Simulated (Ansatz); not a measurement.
# SnH₄O + HCl: a complex and its separated parts

Aim: how far the complex at one end of a reaction step lies below its separated, relaxed parts, level by level.

Computed with Ansatz 0.2.0, Gaussian basis. Level: PBE0-D4/def2-TZVP structures, single points in def2-TZVPP, no counterpoise correction.

Levels: SPW92, PBE-D4, BLYP-D4, r2SCAN-D4, B97M-V, PBE0-D4, B3LYP-D4, r2SCAN0-D4, BHLYP-D4, CAM-B3LYP-D4, wB97X-V, wB97M-V, B2PLYP, PBE-QIDH, RPA on PBE, Hartree-Fock, MP2, CCSD, CCSD(T).

Cores are frozen in the correlated methods. Filled d shells of the heavier atoms are correlated. Core potentials replace the inner electrons past krypton, and spin-orbit coupling is left out. B3LYP uses VWN-RPA correlation. B2PLYP carries no dispersion term here.

88 further runs of the same task are left out: 88 set aside as unsound or not needed.

## (1) Starting geometry

The complex: 8 atoms, charge 0, spin multiplicity 1.

Atoms are counted from 1 here; the program's logs count them from 0.

Bond lengths: Sn1–O2 1.997 Å, Sn1–H3 1.693 Å, Sn1–H4 1.702 Å, Sn1–H5 1.704 Å, O2–H8 0.960 Å, H6–Cl7 1.327 Å. Angles: O2–Sn1–H3 102.3°, O2–Sn1–H4 107.1°, O2–Sn1–H5 105.7°, H3–Sn1–H4 114.4°, H3–Sn1–H5 114.1°, H4–Sn1–H5 112.2°, Sn1–O2–H8 114.7°.

Coordinates:

```mol
ClH5OSn
  3D, bonds by distance, orders not assigned

  8  6  0  0  0  0  0  0  0  0999 V2000
   -0.9944   -0.3138   -0.5574 Sn  0  0
    0.3107   -0.2488    0.9524 O   0  0
   -0.1039   -1.0903   -1.7694 H   0  0
   -1.4212    1.2938   -0.9193 H   0  0
   -2.3202   -1.2168    0.0172 H   0  0
    1.7486    0.4370    0.5147 H   0  0
    2.8189    1.0226   -0.0071 Cl  0  0
   -0.0386    0.1163    1.7689 H   0  0
  1  2  8  0
  1  3  8  0
  1  4  8  0
  1  5  8  0
  2  8  8  0
  6  7  8  0
M  END
```

Its parts: SnH₄O holds atoms 1, 2, 3, 4, 5, 8; HCl holds atoms 6, 7. Each part counts its atoms afresh in its own runs.

## (2) Relaxing SnH₄O alone

Input file relax-a/in.yaml:

```yaml
crystal:
  periodic: [false, false, false]
  atoms:
    - {symbol: Sn, position_ang: [-0.994369, -0.313805, -0.557363]}
    - {symbol: O, position_ang: [0.310745, -0.248762, 0.952405]}
    - {symbol: H, position_ang: [-0.103860, -1.090257, -1.769394]}
    - {symbol: H, position_ang: [-1.421231, 1.293758, -0.919346]}
    - {symbol: H, position_ang: [-2.320162, -1.216786, 0.017174]}
    - {symbol: H, position_ang: [-0.038645, 0.116252, 1.768911]}
basis:
  gaussian: {orbitals: def2-TZVP}
hamiltonian: {xc: pbe0, dispersion: d4}
relax: {f_tol: 0.005, max_steps: 200}
```

Launch:

```sh
> ansatz run in.yaml --threads 4 --pin off --events-out ev --progress --plain --max-ram 9574MiB
```

After this run come: Relaxing HCl alone; SPW92/def2-TZVPP; PBE-D4/def2-TZVPP; BLYP-D4/def2-TZVPP; r2SCAN-D4/def2-TZVPP; B97M-V/def2-TZVPP; PBE0-D4/def2-TZVPP; B3LYP-D4/def2-TZVPP; r2SCAN0-D4/def2-TZVPP; BHLYP-D4/def2-TZVPP; CAM-B3LYP-D4/def2-TZVPP; wB97X-V/def2-TZVPP; wB97M-V/def2-TZVPP; B2PLYP/def2-TZVPP; PBE-QIDH/def2-TZVPP; RPA on PBE/def2-TZVPP; CCSD(T)/def2-TZVPP; Vibrations of SnH₄O; Vibrations of HCl.

What does the calculation give? Wanted: complex less parts, CCSD(T)/def2-TZVPP; with zero-point energy; largest T1 diagnostic.

As calculated:

| quantity | value |
| --- | --- |
| complex less parts, CCSD(T)/def2-TZVPP | -7.0 kcal/mol |
| with zero-point energy | -5.4 kcal/mol |
| largest T1 diagnostic | 0.014 |

In words: At CCSD(T) the complex lies 7.0 kcal/mol below its parts. B2PLYP is the best functional here (-0.1 kcal/mol from CCSD(T)); SPW92 is the worst (-6.5 kcal/mol). Mean unsigned error by rung: LDA 6.5, GGA 2.3, meta-GGA 1.1, hybrid 1.5, range-separated hybrid 1.0, double hybrid 0.4 kcal/mol. PBE-D4 gives a relative energy 2.6 kcal/mol too low, outside chemical accuracy (1 kcal/mol). No counterpoise was applied, and triple zeta lacks some correlation, so the CCSD(T) reference has a basis error of its own, and close matches with it are partly luck.
